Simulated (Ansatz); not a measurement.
# HfBr2Cl2: basis-set convergence

An exercise on one series of results from a longer session: the logs are not shown, and one member is left open.

Method: one geometry, several basis sets; program: Ansatz 0.2.0, Gaussian basis.

Plan: PBE0-D4/def2-SVP; ωB97M-V/def2-SVP; PBE0-D4/def2-QZVPP; ωB97M-V/def2-QZVPP; the functionals' def2-TZVPP values are taken from earlier runs.

## The relaxed structure

The geometry comes from an earlier relaxation with PBE0-D4 in a triple-zeta def2 set; it is a stationary point. Hf takes the def2 core potential; no spin-orbit term is included.

SMILES `[Cl][Hf]([Cl])([Br])[Br]`, 5 atoms, charge 0, spin multiplicity 1.

Atoms are counted from 1 here; the program's logs count them from 0.

Bond lengths: Cl1–Hf2 2.315 Å, Hf2–Cl3 2.315 Å, Hf2–Br4 2.472 Å, Hf2–Br5 2.472 Å. Angles: Cl1–Hf2–Cl3 109.2°, Cl1–Hf2–Br4 109.5°, Cl1–Hf2–Br5 109.5°, Cl3–Hf2–Br4 109.5°, Cl3–Hf2–Br5 109.5°, Br4–Hf2–Br5 109.8°.

Set-up of the first run:

in.yaml reads:

```yaml
crystal:
  periodic: [false, false, false]
  atoms:
    - {symbol: Cl, position_ang: [-0.594993, -0.329480, 2.223266]}
    - {symbol: Hf, position_ang: [0.025972, -0.032432, 0.013395]}
    - {symbol: Cl, position_ang: [1.978056, -1.208126, -0.392162]}
    - {symbol: Br, position_ang: [-1.765819, -0.874861, -1.466346]}
    - {symbol: Br, position_ang: [0.406684, 2.371200, -0.419553]}
basis:
  gaussian: {orbitals: def2-SVP}
hamiltonian: {xc: pbe0, dispersion: d4}
output: {orbitals: {seedname: orbitals}}
```

Command:

```console
ansatz run in.yaml --threads 4 --pin off --events-out ev --progress --plain --max-ram 11315MiB
```

Steps of the session up to this table: PBE0-D4 in def2-SVP; ωB97M-V in def2-SVP; PBE0-D4 in def2-QZVPP; ωB97M-V in def2-QZVPP.

One table of the session follows, with a row left open; its other results are not shown here.

It belongs to the step «Functionals by basis». 

| functional | basis | HOMO (eV) | LUMO (eV) |
| --- | --- | --- | --- |
| PBE0-D4 | def2-SVP | -9.04 | -2.32 |
| PBE0-D4 | def2-TZVPP | -9.01 | -2.26 |
| PBE0-D4 | def2-QZVPP | -9.02 | -2.28 |
| ωB97M-V | def2-SVP | -11.15 | -0.23 |
| ωB97M-V | def2-TZVPP | ? | ? |
| ωB97M-V | def2-QZVPP | -11.16 | -0.24 |

Q: Estimate the row for ωB97M-V, def2-TZVPP from the others.

The run gave: HOMO (eV): -11.15; LUMO (eV): -0.21.
